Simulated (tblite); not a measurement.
# C5H9BO: the cost of one run

Programs: tblite 0.8.0 and PySCF 2.14.0, with density-fitted response routines of our own. Each step states its level of theory. These are calculated values for one molecule in the gas phase, unless marked as measured. Atoms count from 0, in the outputs and in this text.

## (1) Starting geometry

16 atoms, charge 0, multiplicity 1; geometry from: force field or distance geometry start.

Bonds of the start (Å): C0–O1 1.42, O1–B2 1.45, B2–C3 1.60, C3–C4 1.49, C4–C5 1.40, C5–C6 1.50, C6–C3 1.43, C0–H7 1.11, C0–H8 1.12, C0–H9 1.11, B2–H10 1.19, C3–H11 1.13, C4–H12 1.09, C5–H13 1.08, C6–H14 1.11, C6–H15 1.10.

## (2) Relaxing the molecule with GFN2-xTB

What the job is given:

```
{"job": {"kind": "relax", "xc": "GFN2-xTB", "basis": "xTB"}, "charge": 0, "multiplicity": 1}
C      2.639000    -0.245200     0.427600
O      1.723800     0.509700     1.199700
B      0.564800     0.830100     0.385900
C     -0.704000    -0.149300     0.334300
C     -2.001700     0.578400     0.427300
C     -2.369700     0.112100    -0.845400
C     -1.068100    -0.618300    -0.971800
H      3.521300    -0.480400     1.056600
H      2.190400    -1.213600     0.101100
H      2.992800     0.339800    -0.443700
H      0.554900     1.816200    -0.274800
H     -0.646500    -0.977100     1.097200
H     -2.481100     1.211400     1.174300
H     -3.230100     0.235000    -1.481700
H     -1.231100    -1.712800    -1.010900
H     -0.462200    -0.226900    -1.801400
```

Started as:

```sh
> OMP_NUM_THREADS=1 python probes_run.py task.json out
```

The driver reads the jobs from task.json and runs them one after another.

**Question.** How long does this first job take on 1 thread of Arm Neoverse N1, shared host?

About 1.4 s.
